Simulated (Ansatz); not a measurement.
# BH₃OS₂: up Jacob's ladder to CCSD(T)

One table from this session's results is given with a row withheld; the runs are named, their logs left out.

The runs use Ansatz 0.2.0, Gaussian basis; functionals in def2-TZVPP, the program's frozen cores in correlated methods.

The runs, in order: LDA (SPW92), PBE-D4, revPBE-D4, BLYP-D4, r2SCAN-D4, B97M-V, PBE0-D4, B3LYP-D4, r2SCANh-D4, r2SCAN0-D4, HSE06-D4, BHLYP-D4, CAM-B3LYP-D4, LC-ωPBE, ωB97X-V, ωB97M-V, B2PLYP, PBE-QIDH; CCSD(T)/def2-SVP; CCSD(T)/def2-TZVPP; MP2/def2-QZVPP; extrapolation to the limit; RPA on PBE.

## The relaxed structure

All runs share one geometry, relaxed beforehand with PBE0-D4 in a triple-zeta def2 set.

SMILES `OB(S)S`, 7 atoms, charge 0, spin multiplicity 1.

Atoms are counted from 1 here; the program's logs count them from 0.

Bond lengths: O1–B2 1.356 Å, O1–H5 0.959 Å, B2–S3 1.814 Å, B2–S4 1.821 Å, S3–H6 1.342 Å, S4–H7 1.344 Å. Angles: B2–O1–H5 115.1°, O1–B2–S3 115.7°, O1–B2–S4 125.4°, S3–B2–S4 118.9°, B2–S3–H6 96.4°, B2–S4–H7 97.8°.

Set-up of the first run:

The input, in.yaml:

```yaml
crystal:
  periodic: [false, false, false]
  atoms:
    - {symbol: O, position_ang: [-1.258049, 0.682560, 0.409772]}
    - {symbol: B, position_ang: [-0.068186, 0.046217, 0.279308]}
    - {symbol: S, position_ang: [0.797376, -0.326933, 1.829121]}
    - {symbol: S, position_ang: [0.697586, -0.445168, -1.298028]}
    - {symbol: H, position_ang: [-1.708446, 0.874518, -0.414641]}
    - {symbol: H, position_ang: [1.861596, -0.919329, 1.266451]}
    - {symbol: H, position_ang: [-0.260676, 0.020136, -2.117684]}
basis:
  gaussian: {orbitals: def2-TZVPP}
hamiltonian: {xc: lda}
output: {orbitals: {seedname: orbitals}}
```

Steps of the session up to this table: LDA; PBE-D4 (GGA); revPBE-D4 (GGA); BLYP-D4 (GGA); r2SCAN-D4 (meta-GGA); B97M-V (meta-GGA); PBE0-D4 (hybrid); B3LYP-D4 (hybrid); r2SCANh-D4 (hybrid); r2SCAN0-D4 (hybrid); HSE06-D4 (hybrid); BHLYP-D4 (hybrid); CAM-B3LYP-D4 (range-separated); LC-ωPBE-D4 (range-separated; the results give it without D4); ωB97X-V (range-separated); ωB97M-V (range-separated); B2PLYP (double hybrid); PBE-QIDH (double hybrid).

One table of the session follows, with a row left open; its other results are not shown here.

It belongs to the step «Orbital energies across the functionals». 

| functional | HOMO (eV) | gap (eV) |
| --- | --- | --- |
| LDA (SPW92) | -6.35 | 5.02 |
| PBE-D4 | -6.22 | 5.10 |
| revPBE-D4 | -6.18 | 5.16 |
| BLYP-D4 | -6.05 | 4.97 |
| r2SCAN-D4 | -6.51 | 5.82 |
| B97M-V | -6.58 | 5.66 |
| PBE0-D4 | -7.43 | 7.21 |
| B3LYP-D4 | -7.18 | 6.64 |
| r2SCANh-D4 | -6.95 | 6.57 |
| r2SCAN0-D4 | -7.62 | 7.68 |
| HSE06-D4 | -7.03 | 6.43 |
| BHLYP-D4 | -8.48 | 9.04 |
| CAM-B3LYP-D4 | -8.73 | 9.40 |
| LC-ωPBE | -10.14 | 12.12 |
| ωB97X-V | ? | ? |
| ωB97M-V | -9.57 | 11.04 |

**Question.** Estimate the row for ωB97X-V.

The run gave: HOMO (eV): -9.76; gap (eV): 11.55. In the column «HOMO (eV)» it lies between LC-ωPBE (-10.14) and ωB97M-V (-9.57).
